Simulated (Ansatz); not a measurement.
# TlBH: a trial structure relaxed

The task: take a trial cell of TlBH to zero force and stress.

Computed with Ansatz 0.2.0 (DFT PBE, scalar-relativistic, plane waves, PAW, unless a step's input says otherwise).

2 further runs of the same task are left out: 1 that didn't finish, 1 set aside as unsound or not needed.

## 1. Starting point

It takes space group P6_3/mmc (No. 194, hexagonal). Conventional cell: a = 3.643 Å, b = 3.643 Å, c = 7.226 Å, α = 90.00°, β = 90.00°, γ = 120.00°. Around Tl (site symmetry -6m2) lie 3 H at 2.10 Å and 6 B at 2.77 Å. B (site symmetry -3m) has 6 Tl at 2.77 Å and 6 H at 2.77 Å as nearest neighbours. Around H (site symmetry -6m2) lie 3 Tl at 2.10 Å.

Structure file:

```cif
data_structure
_symmetry_space_group_name_H-M 'P 1'
_symmetry_Int_Tables_number 1
_cell_length_a 3.6426
_cell_length_b 3.6426
_cell_length_c 7.2262
_cell_angle_alpha 90.000
_cell_angle_beta 90.000
_cell_angle_gamma 120.000
_cell_volume 83.04
loop_
_atom_site_label
_atom_site_type_symbol
_atom_site_fract_x
_atom_site_fract_y
_atom_site_fract_z
_atom_site_occupancy
Tl1 Tl 0.33333 0.66667 0.25000 1
Tl2 Tl 0.66667 0.33333 0.75000 1
B1 B 0.00000 0.00000 0.00000 1
B2 B 0.00000 0.00000 0.50000 1
H1 H 0.33333 0.66667 0.75000 1
H2 H 0.66667 0.33333 0.25000 1
```

The cell is invented: species swapped into a database cell of PrHSe (P6_3/mmc, No. 194), with Tl on the Pr sites and B on the Se sites. The dimensions are guesses.

## 2. A first look at the guess

input.yaml

```yaml
crystal:
  lattice:
    - [3.64263566, 0.0, 0.0]
    - [-1.82131783, 3.15461502, 0.0]
    - [0.0, 0.0, 7.22621029]
  atoms:
    - { symbol: Tl, position: [0.33333333, 0.66666667, 0.25] }
    - { symbol: Tl, position: [0.66666667, 0.33333333, 0.75] }
    - { symbol: B, position: [0.0, 0.0, 0.0] }
    - { symbol: B, position: [0.0, 0.0, 0.5] }
    - { symbol: H, position: [0.33333333, 0.66666667, 0.75] }
    - { symbol: H, position: [0.66666667, 0.33333333, 0.25] }
basis:
  ecutwfc: 420
kpoints:
  mp_grid: { grid: [6, 6, 4] }
hamiltonian:
  xc: pbe
scf:
  occupations: { method: gaussian, width: 0.1 }
  lower_state_search: "off"
output:
  forces: true
  stress: true
  eigenvalues: true
```

On the command line:

```sh
$ ansatz run input.yaml --threads 1 --pin off --max-ram 2048MiB --backend cpu --events-out ev --progress --plain --runs-dir out
```

The session goes on with these runs: full relaxation.

**Question.** What will these runs give? Wanted: conventional cell; volume; energy over the elements; gap on the mesh.

As calculated:

| quantity | value |
| --- | --- |
| symmetry at the end (tolerance 0.05 Å) | space group P6_3/mmc (No. 194) |
| conventional cell | a = 3.760 Å, b = 3.760 Å, c = 6.625 Å, α = 90.00°, β = 90.00°, γ = 120.00° |
| volume | 13.52 Å³/atom |
| energy over the elements (uncorrected; H, N, O, F and Cl as molecules) | +1.58 eV/atom |
| gap on the mesh | none (metal) |

In words: The space group P6_3/mmc (No. 194) is kept, and the volume per atom shrinks by 2.3 % from the first guess. With a positive formation energy it can't be a ground state. No finished test with a distortion of lower symmetry is shown, so the end may be a saddle point. The runs treat Tl without spin-orbit coupling.
